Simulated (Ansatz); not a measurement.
# CH₈AlNSi: one species, many methods

Aim: compute CH₈AlNSi with functionals from several rungs and with coupled cluster, and see how far each lands from CCSD(T) at the basis-set limit for the atomisation energy.

Computed with Ansatz 0.2.0, Gaussian basis. Level: functionals in def2-TZVPP, the program's frozen cores in correlated methods.

Levels to be run: LDA (SPW92), PBE-D4, revPBE-D4, BLYP-D4, r2SCAN-D4, B97M-V, PBE0-D4, B3LYP-D4, r2SCANh-D4, r2SCAN0-D4, HSE06-D4, BHLYP-D4, CAM-B3LYP-D4, LC-ωPBE, ωB97X-V, ωB97M-V, B2PLYP, PBE-QIDH; CCSD(T)/def2-SVP; CCSD(T)/def2-TZVPP; MP2/def2-QZVPP; extrapolation to the limit; RPA on PBE.

### 1 The relaxed structure

The geometry comes from an earlier relaxation with PBE0-D4 in a triple-zeta def2 set; it is a stationary point, not always the lowest conformer.

12 atoms, charge 0, spin multiplicity 1.

Atoms are counted from 1 here; the program's logs count them from 0.

Bond lengths: N1–C2 1.520 Å, N1–Al3 2.002 Å, N1–H5 1.010 Å, N1–H6 1.010 Å, C2–Al3 1.954 Å, C2–H7 1.087 Å, C2–H8 1.087 Å, Al3–Si4 2.449 Å, Al3–H9 1.590 Å, Si4–H10 1.497 Å, Si4–H11 1.493 Å, Si4–H12 1.493 Å. Angles: C2–N1–Al3 65.8°, C2–N1–H5 114.0°, C2–N1–H6 113.9°, Al3–N1–H5 123.5°, Al3–N1–H6 122.4°, H5–N1–H6 109.2°, N1–C2–Al3 69.1°, N1–C2–H7 110.6°, N1–C2–H8 110.7°, Al3–C2–H7 122.8°, Al3–C2–H8 123.2°, H7–C2–H8 110.5°, N1–Al3–C2 45.2°, N1–Al3–Si4 109.4°, N1–Al3–H9 110.2°, C2–Al3–Si4 116.6°, C2–Al3–H9 117.9°, Si4–Al3–H9 125.4° and more.

### 2 LDA

This LDA is Slater exchange with PW92 correlation.

File in.yaml:

```yaml
crystal:
  periodic: [false, false, false]
  atoms:
    - {symbol: N, position_ang: [-1.346443, 0.784779, 0.060859]}
    - {symbol: C, position_ang: [-0.238291, 1.396948, 0.902402]}
    - {symbol: Al, position_ang: [-0.052231, -0.546336, 0.809052]}
    - {symbol: Si, position_ang: [1.345299, -1.427580, -0.998133]}
    - {symbol: H, position_ang: [-1.342228, 1.084104, -0.904060]}
    - {symbol: H, position_ang: [-2.271581, 0.915952, 0.445282]}
    - {symbol: H, position_ang: [-0.652128, 1.907933, 1.767868]}
    - {symbol: H, position_ang: [0.361321, 2.080898, 0.307922]}
    - {symbol: H, position_ang: [-0.751073, -1.416809, 1.940739]}
    - {symbol: H, position_ang: [1.438281, -0.439014, -2.118739]}
    - {symbol: H, position_ang: [0.835637, -2.693467, -1.604813]}
    - {symbol: H, position_ang: [2.750537, -1.702507, -0.574381]}
basis:
  gaussian: {orbitals: def2-TZVPP}
hamiltonian: {xc: lda}
output: {orbitals: {seedname: orbitals}}
```

Further steps of the session: PBE-D4 (GGA); revPBE-D4 (GGA); BLYP-D4 (GGA); r2SCAN-D4 (meta-GGA); B97M-V (meta-GGA); PBE0-D4 (hybrid); B3LYP-D4 (hybrid); r2SCANh-D4 (hybrid); r2SCAN0-D4 (hybrid); HSE06-D4 (hybrid); BHLYP-D4 (hybrid); CAM-B3LYP-D4 (range-separated); LC-ωPBE (range-separated); ωB97X-V (range-separated); ωB97M-V (range-separated); B2PLYP (double hybrid); PBE-QIDH (double hybrid); CCSD(T) in def2-SVP; CCSD(T) in def2-TZVPP; MP2 in def2-QZVPP; RPA on PBE orbitals.

Q: Predict the results of all the runs planned. Wanted: atomisation energy, CCSD(T)/CBS; farthest beyond LDA; mean size of error, GGA; mean size of error, meta-GGA; mean size of error, hybrid; mean size of error, range-separated; mean size of error, double hybrid; gap, smallest and largest; T1 diagnostic.

**Answer**, as computed:

| quantity | value |
| --- | --- |
| atomisation energy, CCSD(T)/CBS | 3781.2 kJ/mol |
| functionals within 18.9 kJ/mol (0.5 %) | PBE-D4, r2SCAN-D4, B3LYP-D4, CAM-B3LYP-D4, ωB97M-V |
| farthest beyond LDA | BHLYP-D4 (-74.2 kJ/mol) |
| mean size of error, GGA | 32.6 kJ/mol |
| mean size of error, meta-GGA | 12.9 kJ/mol |
| mean size of error, hybrid | 30.5 kJ/mol |
| mean size of error, range-separated | 18.0 kJ/mol |
| mean size of error, double hybrid | 51.3 kJ/mol |
| gap, smallest and largest | 4.49 eV (LDA (SPW92)), 11.12 eV (LC-ωPBE) |
| T1 diagnostic | 0.0115 |
| triples share of the correlation energy | 3.6 % |

In words: The LDA atomisation energy is off by 461.8 kJ/mol (12 %): it overbinds. PBE-D4 misses by +14.9 kJ/mol. Double hybrids carry the basis error of their MP2 part in triple zeta, and no dispersion term here, so their miss is partly the set-up's. The rungs meta-GGA, range-separated miss on average by less than the doubt on the reference (18.9 kJ/mol), so they tie. The reference freezes the cores and leaves out relativity and excitations past (T), so misses under about 18.9 kJ/mol can't be ranked. Hartree-Fock recovers 73 % of the binding; the rest is correlation. CCSD(T) in def2-SVP is off by -226.9 kJ/mol, worse than the median functional, from the basis alone. Orbital gaps span 4.5 to 11.1 eV; exact exchange widens them.
